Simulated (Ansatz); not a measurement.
# In11Si2Bi11: the cost of one run

All numbers below are computed with Ansatz 0.2.0 (DFT PBE, scalar-relativistic, plane waves, PAW).

## 1. The starting structure

The cell holds 24 atoms (Bi11In11Si2): a = 9.164 Å, b = 8.980 Å, c = 8.650 Å, α = 87.60°, β = 88.17°, γ = 92.04°.

It is the last frame of an earlier stage of the same melt, run at 720 K.

Coordinates:

```xyz
24
Lattice="9.1617 -0.1627 0.1438 -0.1627 8.9768 0.1858 0.1438 0.1858 8.6471" Properties=species:S:1:pos:R:3 pbc="T T T"
Bi    4.5476    7.5281    0.4469
Bi    4.8609    5.0703    3.2489
Bi    0.5597    6.8626    7.4543
Bi    9.0987    4.3518    4.0877
Bi    0.1004    2.0627    6.4357
Bi    7.7718    8.7690    4.8681
Bi    8.1346    0.4489    1.4608
Bi    1.4592    7.6333    3.8532
Bi    4.2162    2.1401    1.7739
Bi    2.7602    4.2496    5.7721
Bi    4.6239    8.5703    3.5653
In    2.0245    1.0344    8.5910
In    7.6901    4.7696    7.4818
In    5.3738    1.5349    7.2051
In    1.3263    1.9439    3.3612
In    7.3198    6.4350    1.2335
In    5.5713    6.3088    5.8042
In    1.5093    6.1156    1.3079
In    6.7334    3.1456    5.0344
In    3.3254    8.3426    6.3873
In    4.7155    4.5303    8.1118
In    6.8891    3.5041    1.5087
Si    2.0535    4.2169    8.4321
Si    0.2687    3.3203    1.4748
```

## 2. Langevin stage at 500 K

One k point, a Fermi-Dirac width of 0.050 eV and a fixed cell.

The input, input.yaml:

```yaml
crystal:
  lattice:
    - [9.161704, -0.162712, 0.143824]
    - [-0.162712, 8.976784, 0.185842]
    - [0.143824, 0.185842, 8.647142]
  atoms:
    - { symbol: Bi, position: [0.511022683, 0.8473701327, 0.024965247] }
    - { symbol: Bi, position: [0.5350748091, 0.5671761012, 0.3546333159] }
    - { symbol: Bi, position: [0.0611076993, 0.7480986453, 0.844958443] }
    - { symbol: Bi, position: [0.9948943598, 0.4935971468, 0.4455650881] }
    - { symbol: Bi, position: [0.003162915, 0.2145229943, 0.7395929821] }
    - { symbol: Bi, position: [0.8574392768, 0.9814720029, 0.5276225706] }
    - { symbol: Bi, position: [0.8866064075, 0.0629078296, 0.1528371895] }
    - { symbol: Bi, position: [0.1676096832, 0.8445820875, 0.42466224] }
    - { symbol: Bi, position: [0.4614907276, 0.2427887222, 0.1922532319] }
    - { symbol: Bi, position: [0.2992929596, 0.4653203388, 0.6525323013] }
    - { symbol: Bi, position: [0.5156597223, 0.956129652, 0.3831881511] }
    - { symbol: In, position: [0.2072122631, 0.0985391334, 0.9879407117] }
    - { symbol: In, position: [0.8355865842, 0.5290840696, 0.8399652609] }
    - { symbol: In, position: [0.5765997311, 0.1644635954, 0.8201059493] }
    - { symbol: In, position: [0.1425267548, 0.2112259096, 0.3818019463] }
    - { symbol: In, position: [0.8101255943, 0.7291885758, 0.113503644] }
    - { symbol: In, position: [0.6104105603, 0.7004814759, 0.6460163299] }
    - { symbol: In, position: [0.1747506868, 0.6816731633, 0.1336986301] }
    - { symbol: In, position: [0.7323784188, 0.3520423145, 0.5624586981] }
    - { symbol: In, position: [0.3681447055, 0.921268053, 0.7127356176] }
    - { symbol: In, position: [0.5090568463, 0.4948675786, 0.9189907551] }
    - { symbol: In, position: [0.7566583551, 0.4008982414, 0.1532700941] }
    - { symbol: Si, position: [0.2170952183, 0.4537777946, 0.961769424] }
    - { symbol: Si, position: [0.0333007227, 0.367119648, 0.1621107435] }
  symmetry: { detect: false }
basis:
  ecutwfc: 420
  xc_grid: 1
kpoints:
  mp_grid: { grid: [1, 1, 1], shift: [0.25, 0.25, 0.25] }
hamiltonian:
  xc: pbe
scf:
  occupations: { method: fermi_dirac, width: 0.05 }
  lower_state_search: "off"
  convergence: { dr2_threshold: 1.0e-05 }
output:
  forces: true
  stress: true
md:
  timestep: 3.0
  n_steps: 46
  ensemble: nvt_langevin
  friction: 0.03
  temperature: 500.0
  initial_velocities: maxwell_boltzmann
  seed: 52922
```

Command:

```sh
$ ansatz run input.yaml --threads 2 --pin off --max-ram 5120MiB --backend cpu --events-out ev --progress --plain --runs-dir out
```

**Question.** How long does this run take on 2 threads of Arm Neoverse V1, shared host, and how much memory does it need?

About 5.9 min, with a peak of 1 GiB.
